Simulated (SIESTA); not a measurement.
A run of SIESTA 5.4.2:

The input Ti3Sn.fdf:

```
SystemName                      Ti3Sn
SystemLabel                     Ti3Sn
NumberOfSpecies                 2
NumberOfAtoms                   4
%block ChemicalSpeciesLabel
  1  50 Sn
  2  22 Ti
%endblock ChemicalSpeciesLabel

LatticeConstant                 1.0 Ang
%block LatticeVectors
     0.0000000000     3.3052000000     3.3052000000
     3.3052000000     0.0000000000     3.3052000000
     3.3052000000     3.3052000000     0.0000000000
%endblock LatticeVectors
AtomicCoordinatesFormat         Fractional
%block AtomicCoordinatesAndAtomicSpecies
     0.4979960000     0.4971810000     0.4880560000  1  Sn
     0.0025520000     0.0034160000     0.0052590000  2  Ti
     0.2660220000     0.2509920000     0.2367890000  2  Ti
     0.7580780000     0.7441540000     0.7443990000  2  Ti
%endblock AtomicCoordinatesAndAtomicSpecies

%block kgrid.MonkhorstPack
    7   0   0  0.0
    0   7   0  0.0
    0   0   7  0.0
%endblock kgrid.MonkhorstPack
XC.Functional                   GGA
XC.Authors                      PBEsol
PAO.BasisSize                   DZP
PAO.EnergyShift                 0.003 Ry
Mesh.Cutoff                     800 Ry
OccupationFunction              FD
ElectronicTemperature           0.05 eV
MaxSCFIterations                120
SCF.MustConverge                false
SCF.Mixer.Method                Pulay
SCF.Mixer.Weight                0.25
SCF.Mixer.History               8
SCF.DM.Tolerance                5.0e-05
SCF.H.Tolerance                 1.0e-03 eV
WriteForces                     true
Charge.Mulliken                 end
%block PAO.Basis
  Sn 4
  n=5 0 2
    6.406 0.000
  n=5 1 2
    8.599 0.000
  n=4 2 2
    3.767 0.000
  n=5 2 1
    8.599
  Ti 5
  n=3 0 2
    3.151 0.000
  n=4 0 2
    8.703 0.000
  n=3 1 2
    3.568 0.000
  n=4 1 1
    8.703
  n=3 2 2
    6.267 0.000
%endblock PAO.Basis
```

Potentials or basis: PseudoDojo 0.4 standard (PBEsol files), DZP (energy shift 0.003 Ry; two zetas on semicore shells).

Run with:

```console
$ siesta Ti3Sn.fdf > Ti3Sn.out 2>&1
```

Hardware: 1 thread of Intel(R) Xeon(R) 6975P-C (Granite Rapids) (shared host).

**Question.** How long does it take, and how much memory?

**Answer.** It took 2.4 min on 1 thread of Intel(R) Xeon(R) 6975P-C (Granite Rapids), with other jobs on the host, peak memory 0.58 GiB. Counts: scf iterations 12, k points 172, bands 92.
